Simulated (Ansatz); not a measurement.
Working through the interaction energy of a dimer with the counterpoise correction of H4OSSi, SMILES O[SiH2]S

Program: Ansatz 0.2.0, Python API.

Notebook, run cell by cell (the value of a cell's last expression is shown):

**Cell 1**
```python
import ansatz as az
```

**Cell 2**
```python
BASIS = "cc-pVDZ"
XC = "b3lyp"
```

**Cell 3**
```python
FIRST = [
    ("O", (-1.3775, -0.4175, 0.1607)),
    ("Si", (-0.0654, 0.5596, 0.208)),
    ("S", (1.419, -0.5378, -0.8238)),
    ("H", (-1.5716, -0.7068, -0.7339)),
    ("H", (-0.314, 1.8264, -0.5206)),
    ("H", (0.3426, 0.7991, 1.6131)),
    ("H", (1.5672, -1.5232, 0.0963)),
]
SECOND = [
    ("O", (6.2036, -0.3045, 1.9026)),
    ("Si", (4.8555, -0.0926, 0.9992)),
    ("S", (3.7359, 1.3325, 2.0891)),
    ("H", (6.6238, 0.5326, 2.1136)),
    ("H", (5.1848, 0.4756, -0.3298)),
    ("H", (4.1101, -1.3692, 0.887)),
    ("H", (3.4395, 0.5374, 3.1472)),
]

def energy(atoms, ghosts=()):
    molecule = az.Crystal.molecule()
    for symbol, xyz in atoms:
        molecule = molecule.atom(symbol, xyz)
    calc = molecule.calculation().basis(gaussian=BASIS).functional(XC)
    deck = calc.input()
    if ghosts:
        deck = deck.set(az.key.basis.gaussian.ghost_atoms, [{"symbol": s, "position_ang": list(xyz)} for s, xyz in ghosts])
    return az.Session.from_dict(deck).plan().execute().report["free_energy_ev"]

both = energy(FIRST + SECOND)
alone = energy(FIRST) + energy(SECOND)
ghosted = energy(FIRST, SECOND) + energy(SECOND, FIRST)
print(f"dimer {both:.6f} eV")
print(f"interaction, uncorrected   {23.060548 * (both - alone):8.3f} kcal/mol")
print(f"interaction, counterpoise  {23.060548 * (both - ghosted):8.3f} kcal/mol")
print(f"basis-set superposition    {23.060548 * (alone - ghosted):8.3f} kcal/mol")
```
Output:
```text
dimer -41655.532016 eV
interaction, uncorrected     -0.100 kcal/mol
interaction, counterpoise     0.884 kcal/mol
basis-set superposition       0.984 kcal/mol
```

Uncorrected it is -0.100 kcal/mol, with the counterpoise correction 0.884 kcal/mol; the difference, 0.98 kcal/mol, is the superposition error. The sign changes with the correction, so this basis doesn't settle it.

Caveats:
- Total energies depend on the basis set; only differences at equal settings carry meaning.
- The dimer is a generated trial pose of unrelaxed monomers, not a minimum, so the figure is no binding energy, and the basis set is small.
- b3lyp holds the VWN-RPA fit, as in Gaussian; the form of ORCA and Turbomole is b3lyp5.
- This level lacks the dispersion part of the attraction (electrostatics and induction are there), which can decide the sign where the interaction is weak.
- Finished in 20 s on 1 thread of Arm Neoverse V2, on a shared host, peak memory 0.42 GiB.
